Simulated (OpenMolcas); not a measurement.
**Br²⁺: RASSCF terms and fine-structure levels**

Wanted: the level scheme of Br²⁺ from active-space wave functions.

Method: state-averaged RASSCF, spin-orbit coupling by RASSI with atomic mean-field integrals. Code: OpenMolcas 26.06.

2 further runs of the same task are left out: 2 set aside as unsound or not needed.

## 1. Starting point

```
Species                           : Br²⁺ (bromine, Z = 35, 33 electrons)
Basis                             : ANO-RCC [9s8p6d4f2g], 109 functions
Scalar Hamiltonian                : DKH2, point nucleus
Inactive shells                   : 1s 2s 2p 3s 3p 3d 4s
Active space                      : 3 electrons in 9 orbitals (RAS2 4p; RAS3 4d 5s, at most 1 electrons)
Some configurations of this space : 4s² 4p² 4d, 4s² 4p² 5s, 4s² 4p³
Orbitals                          : optimised for each spin and parity, averaged over the low roots
```

Outer shells as boxes (Hund's rule):

4s2 4p2 4d
```
4s [↑↓]
4p [↑ ][↑ ][  ]
4d [↑ ][  ][  ][  ][  ]
```

4s2 4p2 5s
```
4s [↑↓]
4p [↑ ][↑ ][  ]
5s [↑ ]
```

4s2 4p3
```
4s [↑↓]
4p [↑ ][↑ ][↑ ]
```

The work runs as a chain of OpenMolcas steps in one folder; each step below is one input file. Labels, J, g values, rates, χT and fits are worked out afterwards by a script from the matrices that RASSI stores.

## 2. One- and two-electron integrals

a.inp reads:

```
&GATEWAY
Coord
1

Br 0.0 0.0 0.0
Basis=ANO-RCC
Group=XYZ
NoMove
AngMom=0.0 0.0 0.0
AMFI
&SEWARD
```

The run is started by

```
$ OMP_NUM_THREADS=1 MOLCAS_MEM=2252 MOLCAS_PROJECT=a pymolcas a.inp > a.log
```

The program printed:

```text
Basis set label: BR.ANO-RCC.........

      Electronic valence basis set:
      ------------------
      Associated Effective Charge  35.000000 au
      Associated Actual Charge     35.000000 au
      Nuclear Model: Point charge

      Shell  nPrim  nBasis  Cartesian Spherical Contaminant
         s      20       9        X
         p      17       8        X
         d      11       6                 X
         f       4       4                 X
         g       2       2                 X
                  Relativistic Douglas-Kroll-Hess integrals:
                    - DKH order of Hamiltonian: 2
                    - DKH order of Properties : 0
                  Atomic mean-field integrals
```

## 3. RASSCF: quartets of odd parity, 1 root

a.inp reads:

```
&RASSCF
FileOrb=start.orb
Symmetry=2
Spin=4
nActEl=3 0 1
Inactive=9 6
Ras2=0 3
Ras3=6 0
CIRoot=1 1 1
SDav=1
CIMx=300
Iter=120 100
PrWF=0.3
OrbListing=Nothing
MaxOrb=0
Thrs=2.0e-7 1.0e-1 5.0e-4
Atom
>>> COPY $Project.JobIph JOB001
```

start.orb holds the contracted functions of the basis, ordered by shell, or the orbitals of the step before.

The program printed:

```text
Wave function specifications:
      -----------------------------

      Number of closed shell electrons          30
      Number of electrons in active shells       3
      Max number of holes in RAS1 space          0
      Max nr of electrons in RAS3 space          1
      Number of inactive orbitals               15
      Number of active orbitals                  9
      Number of secondary orbitals              85
      Spin quantum number                      1.5
      State symmetry                             2
Orbital specifications:
      -----------------------

      Symmetry species                           1   2
                                                ag  au
      Frozen orbitals                            0   0
      Inactive orbitals                          9   6
      Active orbitals                            6   3
      RAS1 orbitals                              0   0
      RAS2 orbitals                              0   3
      RAS3 orbitals                              6   0
      Secondary orbitals                        42  43
      Deleted orbitals                           0   0
      Number of basis functions                 57  52
      Number of CSFs                             1
      Number of root(s) required                 1
      Iter CI   SX   CI       RASSCF       Energy    max ROT     max BLB   max BLB  Level Ln srch  Step   QN
          iter iter root      energy       change     param      element    value   shift minimum  type update
 Nr of preliminary CI iterations:   1
 ###############################################################################
 ###############################################################################
 ###                                                                         ###
 ###                                                                         ###
 ###    WARNING: Problems in orbital optimization.                           ###
 ###                                                                         ###
 ###                                                                         ###
 ###############################################################################
 ###############################################################################
  Warning: In symmetry  1, orbital p=  10 has diagonal density matrix element D(p,p) close to zero. D(p,p)=  0.000000E+00
  Warning: In symmetry  1, orbital p=  11 has diagonal density matrix element D(p,p) close to zero. D(p,p)=  0.000000E+00
        ...
  Warning: In symmetry  1, orbital p=  13 has diagonal density matrix element D(p,p) close to zero. D(p,p)=  0.000000E+00
  Warning: In symmetry  1, orbital p=  14 has diagonal density matrix element D(p,p) close to zero. D(p,p)=  0.000000E+00
  Warning: In symmetry  1, orbital p=  15 has diagonal density matrix element D(p,p) close to zero. D(p,p)=  0.000000E+00
        4   1    2    1  -603.16810403    9.09E-13   6.64E-08    5  38 1 -7.90E-07   0.50   0.00    SX    NO
      Convergence after  4 iterations
        5   1    2    1  -603.16810403    4.09E-12   6.64E-08    9  18 1  6.46E-07   0.50   0.00    SX    NO
      Natural orbitals and occupation numbers for root  1
      sym 1:   0.000000   0.000000   0.000000   0.000000   0.000000   0.000000
      sym 2:   1.000000   1.000000   1.000000
::    RASSCF root number  1 Total energy:  -2603.16810403
```

The warning on the orbital optimisation comes with active orbitals that are nearly full or empty in all roots, whose rotations are then almost redundant.

## 4. Reference wave functions, doublets of odd parity, 8 roots

a.inp reads:

```
&RASSCF
FileOrb=start.orb
Symmetry=2
Spin=2
nActEl=3 0 1
Inactive=9 6
Ras2=0 3
Ras3=6 0
CIRoot=8 8 1
SDav=8
CIMx=300
Iter=120 100
PrWF=0.3
OrbListing=Nothing
MaxOrb=0
Thrs=2.0e-7 1.0e-1 5.0e-4
Atom
>>> COPY $Project.JobIph JOB002
```

The program printed:

```text
Wave function specifications:
      -----------------------------

      Number of closed shell electrons          30
      Number of electrons in active shells       3
      Max number of holes in RAS1 space          0
      Max nr of electrons in RAS3 space          1
      Number of inactive orbitals               15
      Number of active orbitals                  9
      Number of secondary orbitals              85
      Spin quantum number                      0.5
      State symmetry                             2
Orbital specifications:
      -----------------------

      Symmetry species                           1   2
                                                ag  au
      Frozen orbitals                            0   0
      Inactive orbitals                          9   6
      Active orbitals                            6   3
      RAS1 orbitals                              0   0
      RAS2 orbitals                              0   3
      RAS3 orbitals                              6   0
      Secondary orbitals                        42  43
      Deleted orbitals                           0   0
      Number of basis functions                 57  52
      Number of CSFs                             8
      Number of root(s) required                 8
      Iter CI   SX   CI       RASSCF       Energy    max ROT     max BLB   max BLB  Level Ln srch  Step   QN
          iter iter root      energy       change     param      element    value   shift minimum  type update
 Nr of preliminary CI iterations:   1
 ###############################################################################
 ###############################################################################
 ###                                                                         ###
 ###                                                                         ###
 ###    WARNING: Problems in orbital optimization.                           ###
 ###                                                                         ###
 ###                                                                         ###
 ###############################################################################
 ###############################################################################
  Warning: In symmetry  1, orbital p=  10 has diagonal density matrix element D(p,p) close to zero. D(p,p)=  0.000000E+00
  Warning: In symmetry  1, orbital p=  11 has diagonal density matrix element D(p,p) close to zero. D(p,p)=  0.000000E+00
        ...
  Warning: In symmetry  1, orbital p=  13 has diagonal density matrix element D(p,p) close to zero. D(p,p)=  0.000000E+00
  Warning: In symmetry  1, orbital p=  14 has diagonal density matrix element D(p,p) close to zero. D(p,p)=  0.000000E+00
  Warning: In symmetry  1, orbital p=  15 has diagonal density matrix element D(p,p) close to zero. D(p,p)=  0.000000E+00
        7   1    6    0  -603.05210744   -5.13E-08   2.08E-05    5  38 1 -1.20E-04   0.50   0.72    QN   YES
      Convergence after  7 iterations
        8   1    6    0  -603.05210745   -1.02E-08   2.08E-05    9  15 1  1.19E-05   0.50   0.72    QN   YES
      Natural orbitals and occupation numbers for root  1
      sym 1:   0.000000   0.000000   0.000000   0.000000   0.000000   0.000000
      sym 2:   1.000000   1.000000   1.000000
      Natural orbitals and occupation numbers for root  2
      sym 1:   0.000000   0.000000   0.000000   0.000000   0.000000   0.000000
      sym 2:   1.000000   1.000000   1.000000
      Natural orbitals and occupation numbers for root  3
      sym 1:   0.000000   0.000000   0.000000   0.000000   0.000000   0.000000
      sym 2:   1.000000   1.000000   1.000000
::    RASSCF root number  1 Total energy:  -2603.07512742
::    RASSCF root number  2 Total energy:  -2603.07512742
::    RASSCF root number  3 Total energy:  -2603.07512742
::    RASSCF root number  4 Total energy:  -2603.07512742
::    RASSCF root number  5 Total energy:  -2603.07512742
::    RASSCF root number  6 Total energy:  -2603.01374082
::    RASSCF root number  7 Total energy:  -2603.01374082
::    RASSCF root number  8 Total energy:  -2603.01374082
```

The warning on the orbital optimisation comes with active orbitals that are nearly full or empty in all roots, whose rotations are then almost redundant.

## 5. Reference wave functions, quartets of even parity, 18 roots

a.inp reads:

```
&RASSCF
FileOrb=start.orb
Symmetry=1
Spin=4
nActEl=3 0 1
Inactive=9 6
Ras2=0 3
Ras3=6 0
CIRoot=18 18 1
SDav=18
CIMx=300
Iter=120 100
PrWF=0.3
OrbListing=Nothing
MaxOrb=0
Thrs=2.0e-7 1.0e-1 5.0e-4
Atom
>>> COPY $Project.JobIph JOB003
```

The program printed:

```text
Wave function specifications:
      -----------------------------

      Number of closed shell electrons          30
      Number of electrons in active shells       3
      Max number of holes in RAS1 space          0
      Max nr of electrons in RAS3 space          1
      Number of inactive orbitals               15
      Number of active orbitals                  9
      Number of secondary orbitals              85
      Spin quantum number                      1.5
      State symmetry                             1
Orbital specifications:
      -----------------------

      Symmetry species                           1   2
                                                ag  au
      Frozen orbitals                            0   0
      Inactive orbitals                          9   6
      Active orbitals                            6   3
      RAS1 orbitals                              0   0
      RAS2 orbitals                              0   3
      RAS3 orbitals                              6   0
      Secondary orbitals                        42  43
      Deleted orbitals                           0   0
      Number of basis functions                 57  52
      Number of CSFs                            18
      Number of root(s) required                18
      Iter CI   SX   CI       RASSCF       Energy    max ROT     max BLB   max BLB  Level Ln srch  Step   QN
          iter iter root      energy       change     param      element    value   shift minimum  type update
 Nr of preliminary CI iterations:   1
      Total energies have been shifted. Add                -2000.00 au
        1   1    4    0  -602.49979772    0.00E+00   1.02E-06    9  17 1  7.35E-07   0.00   0.00    SX    NO
        2   1    2    0  -602.49979772   -4.55E-12   8.88E-08    3  18 1 -2.31E-07   0.00   0.00    SX    NO
        3   1    2    0  -602.49979772   -2.73E-12  -4.58E-08    9  17 1  1.04E-07   0.00   0.00    SX    NO
        4   1    2    0  -602.49979772   -1.36E-12  -2.66E-08    9  18 1  6.11E-08   0.00   0.00    SX    NO
      Convergence after  4 iterations
        5   1    2    0  -602.49979772    1.36E-12  -2.66E-08    9  17 1  4.09E-08   0.00   0.00    SX    NO
      Natural orbitals and occupation numbers for root  1
      sym 1:   0.206835   0.599848  -0.000000   0.193317   0.000000   0.000000
      sym 2:   0.400152   0.806683   0.793165
      Natural orbitals and occupation numbers for root  2
      sym 1:   0.533533   0.429928  -0.000000   0.000000   0.036539   0.000000
      sym 2:   0.466467   0.963461   0.570072
      Natural orbitals and occupation numbers for root  3
      sym 1:  -0.000000   0.535215   0.000000   0.037869   0.426916   0.000000
      sym 2:   0.464785   0.573084   0.962131
::    RASSCF root number  1 Total energy:  -2602.52708237
::    RASSCF root number  2 Total energy:  -2602.52708237
::    RASSCF root number  3 Total energy:  -2602.52708237
::    RASSCF root number  4 Total energy:  -2602.52708237
::    RASSCF root number  5 Total energy:  -2602.52708237
::    RASSCF root number  6 Total energy:  -2602.52708237
::    RASSCF root number  7 Total energy:  -2602.52708237
::    RASSCF root number  8 Total energy:  -2602.50434867
::    RASSCF root number  9 Total energy:  -2602.50434867
::    RASSCF root number 10 Total energy:  -2602.50434867
::    RASSCF root number 11 Total energy:  -2602.50434867
::    RASSCF root number 12 Total energy:  -2602.50434867
::    RASSCF root number 13 Total energy:  -2602.49170062
::    RASSCF root number 14 Total energy:  -2602.49170062
::    RASSCF root number 15 Total energy:  -2602.49170062
::    RASSCF root number 16 Total energy:  -2602.43664575
::    RASSCF root number 17 Total energy:  -2602.43664575
::    RASSCF root number 18 Total energy:  -2602.43664575
```

## 6. RASSCF: doublets of even parity, 54 roots

a.inp reads:

```
&RASSCF
FileOrb=start.orb
Symmetry=1
Spin=2
nActEl=3 0 1
Inactive=9 6
Ras2=0 3
Ras3=6 0
CIRoot=54 54 1
SDav=54
CIMx=300
Iter=120 100
PrWF=0.3
OrbListing=Nothing
MaxOrb=0
Thrs=2.0e-7 1.0e-1 5.0e-4
Atom
>>> COPY $Project.JobIph JOB004
```

The run is started by

```
$ OMP_NUM_THREADS=1 MOLCAS_MEM=2252 MOLCAS_PROJECT=a pymolcas a.inp > a.log
```

The program printed:

```text
Wave function specifications:
      -----------------------------

      Number of closed shell electrons          30
      Number of electrons in active shells       3
      Max number of holes in RAS1 space          0
      Max nr of electrons in RAS3 space          1
      Number of inactive orbitals               15
      Number of active orbitals                  9
      Number of secondary orbitals              85
      Spin quantum number                      0.5
      State symmetry                             1
Orbital specifications:
      -----------------------

      Symmetry species                           1   2
                                                ag  au
      Frozen orbitals                            0   0
      Inactive orbitals                          9   6
      Active orbitals                            6   3
      RAS1 orbitals                              0   0
      RAS2 orbitals                              0   3
      RAS3 orbitals                              6   0
      Secondary orbitals                        42  43
      Deleted orbitals                           0   0
      Number of basis functions                 57  52
      Number of CSFs                            54
      Number of root(s) required                54
      Iter CI   SX   CI       RASSCF       Energy    max ROT     max BLB   max BLB  Level Ln srch  Step   QN
          iter iter root      energy       change     param      element    value   shift minimum  type update
 Nr of preliminary CI iterations:   1
      Total energies have been shifted. Add                -2000.00 au
        1   1   13    0  -602.39098280    0.00E+00  -6.37E-02   10  20 1 -6.67E-03*  0.00   0.00    SX    NO
        2   1   15    0  -602.39461881   -3.64E-03*  5.19E-03    9  16 1 -8.01E-03*  0.00   0.00    SX    NO
        3   1   13    0  -602.39470885   -9.00E-05*  1.69E-03    5  23 1  2.32E-03*  0.00   0.00    SX    NO
        4   1   13    0  -602.39471453   -5.68E-06*  3.58E-04    5  38 1 -1.45E-03*  0.00   0.00    SX    NO
        5   1   12    0  -602.39471573   -1.20E-06*  1.07E-04    5  38 1  8.76E-04*  0.00   0.63    QN   YES
        6   1    9    0  -602.39471635   -6.18E-07*  1.89E-05    9  15 1  2.49E-05   0.00   1.01    QN   YES
        7   1    5    0  -602.39471635   -8.48E-10   3.08E-06    9  15 1  5.67E-06   0.00   1.21    QN   YES
      Convergence after  7 iterations
        8   1    5    0  -602.39471635   -3.64E-11   3.08E-06    9  16 1  2.61E-07   0.00   1.21    QN   YES
      Natural orbitals and occupation numbers for root  1
      sym 1:   0.236547   0.236547   0.462343   0.032281   0.032281   0.000000
      sym 2:   0.473095   0.763453   0.763453
      Natural orbitals and occupation numbers for root  2
      sym 1:   0.032281   0.236547   0.032281   0.236547   0.462343  -0.000000
      sym 2:   0.763453   0.473095   0.763453
      Natural orbitals and occupation numbers for root  3
      sym 1:   0.032281   0.236547   0.236547   0.462343   0.032281  -0.000000
      sym 2:   0.763453   0.763453   0.473095
::    RASSCF root number  1 Total energy:  -2602.49705870
::    RASSCF root number  2 Total energy:  -2602.49705870
::    RASSCF root number  3 Total energy:  -2602.49705870
::    RASSCF root number  4 Total energy:  -2602.48673223
::    RASSCF root number  5 Total energy:  -2602.48673223
::    RASSCF root number  6 Total energy:  -2602.48673223
::    RASSCF root number  7 Total energy:  -2602.48673223
::    RASSCF root number  8 Total energy:  -2602.48673223
::    RASSCF root number  9 Total energy:  -2602.48673223
::    RASSCF root number 10 Total energy:  -2602.48673223
::    RASSCF root number 11 Total energy:  -2602.46150855
::    RASSCF root number 12 Total energy:  -2602.46150855
::    RASSCF root number 13 Total energy:  -2602.46150855
::    RASSCF root number 14 Total energy:  -2602.42397420
::    RASSCF root number 15 Total energy:  -2602.42397420
::    RASSCF root number 16 Total energy:  -2602.42397420
::    RASSCF root number 17 Total energy:  -2602.42397420
::    RASSCF root number 18 Total energy:  -2602.42397420
::    RASSCF root number 19 Total energy:  -2602.42176582
::    RASSCF root number 20 Total energy:  -2602.42176582
::    RASSCF root number 21 Total energy:  -2602.42176582
::    RASSCF root number 22 Total energy:  -2602.42176582
::    RASSCF root number 23 Total energy:  -2602.42176582
::    RASSCF root number 24 Total energy:  -2602.42176582
::    RASSCF root number 25 Total energy:  -2602.42176582
::    RASSCF root number 26 Total energy:  -2602.42176582
::    RASSCF root number 27 Total energy:  -2602.42176582
::    RASSCF root number 28 Total energy:  -2602.40140824
::    RASSCF root number 29 Total energy:  -2602.40140824
::    RASSCF root number 30 Total energy:  -2602.40140824
```

(Part 1 of 2 ends here.)
